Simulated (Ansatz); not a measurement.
CoPd2O2 in Ansatz: the effect of functional

CoPd2O2, a slab with vacuum:

```
Pd O Co
1.0
     2.84500    0.00000    0.00000
    -1.42250    2.46384    0.00000
     0.00000    0.00000   20.96000
Pd O Co
2 2 1
Direct
  0.66667 0.33333 0.35782
  0.33333 0.66667 0.64218
  0.66667 0.33333 0.45349
  0.33333 0.66667 0.54651
  0.00000 0.00000 0.50000
```

Alike in all runs:

| Property | Result |
| --- | --- |
| Program | Ansatz 0.2.0 |
| Task | single point |
| Potentials or basis | all-electron LAPW, scalar-relativistic |
| Cutoff | 421 eV (chosen from the basis error) |
| Basis error allowed | 0.002 eV/atom |
| k mesh | 11 × 11 × 1 |
| Occupations | fermi-dirac, width 0.05 eV |
| Spin | collinear spin, ferromagnetic start |
| Starting moments | [0.0, 0.0, 2.0, 0.0, 0.0] μB |

| functional | moment (μB) | largest force (eV/Å) | work function (eV) |
| --- | --- | --- | --- |
| PBE | 1.35 | 0.68 | 4.64 |
| LDA | ? | ? | ? |
| PBEsol | 1.29 | 0.65 | 4.78 |

Q: What does the run with functional LDA give?

A: Moment 0.89 μB; largest force 0.70 eV/Å; work function 5.07 eV.

The runs don't all hold the same shells in valence.
